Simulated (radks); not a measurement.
# Ionisation of S: one atom, several choices of relativity

An exercise on one series of results from a longer session: the logs are not shown, and one member is left open.

The numbers are computed with radks (a radial shooting solver on a logarithmic mesh, Libxc functionals) version 1 (Kohn-Sham, LDA (Slater exchange, Perdew-Wang correlation), spin-unpolarised, spherical densities), except any that are marked as measured or tabulated.

### What is computed

```
element       : sulfur (Z = 16)
charge        : 0
electrons     : 16
configuration : [Ne] 3s2 3p4
ion           : S⁺, [Ne] 3s2 3p3
choices       : non-relativistic; scalar-relativistic; Dirac, 2j+1 shares; Dirac, low j first; scalar-relativistic, finite nucleus; Dirac, 2j+1 shares, finite nucleus; Dirac, c × 2; Dirac, c × 5; Dirac, c × 10
```

The first run:

The run's settings:

```text
Z 16
configuration [Ne] 3s2 3p4 4s0 3d0
relativity non-relativistic
functional lda,pw
spin unpolarised
nucleus point
```

Among the steps run: non-relativistic: S.

One of the session's tables, all rows but one given; the rest of the session is left out.

It belongs to the step «non-relativistic: S». Radial density 4πr²ρ:

| r (bohr) | 4πr²ρ (e/bohr) |
| --- | --- |
| 0.00419 | 0.5124 |
| 0.00646 | 1.131 |
| 0.00995 | 2.400 |
| 0.0153 | 4.798 |
| 0.0236 | 8.749 |
| 0.0361 | 13.78 |
| 0.0555 | 17.81 |
| 0.0855 | ? |
| 0.132 | 13.08 |
| 0.203 | 13.04 |
| 0.313 | 17.38 |
| 0.482 | 13.76 |
| 0.742 | 4.937 |
| 1.14 | 3.144 |
| 1.76 | 3.246 |
| 2.71 | 1.302 |
| 4.14 | 0.1971 |
| 6.38 | 0.008217 |

**Question.** Estimate the row for r (bohr) = 0.0855.

Worked estimate for «4πr²ρ (e/bohr)». A straight line through the neighbours (0.0555, 17.81) and (0.132, 13.08) gives 17.81 + (13.08 − 17.81) × (0.0855 − 0.0555) / (0.132 − 0.0555) = 15.96; a parabola fitted to 4 rows on both sides gives 14.89.

The run gave: 4πr²ρ (e/bohr): 17.29. In «4πr²ρ (e/bohr)» the line misses by -1.33 and the parabola by -2.40.

Caveats from the session: Spin polarisation and multiplet splitting of open shells are left out at every level.
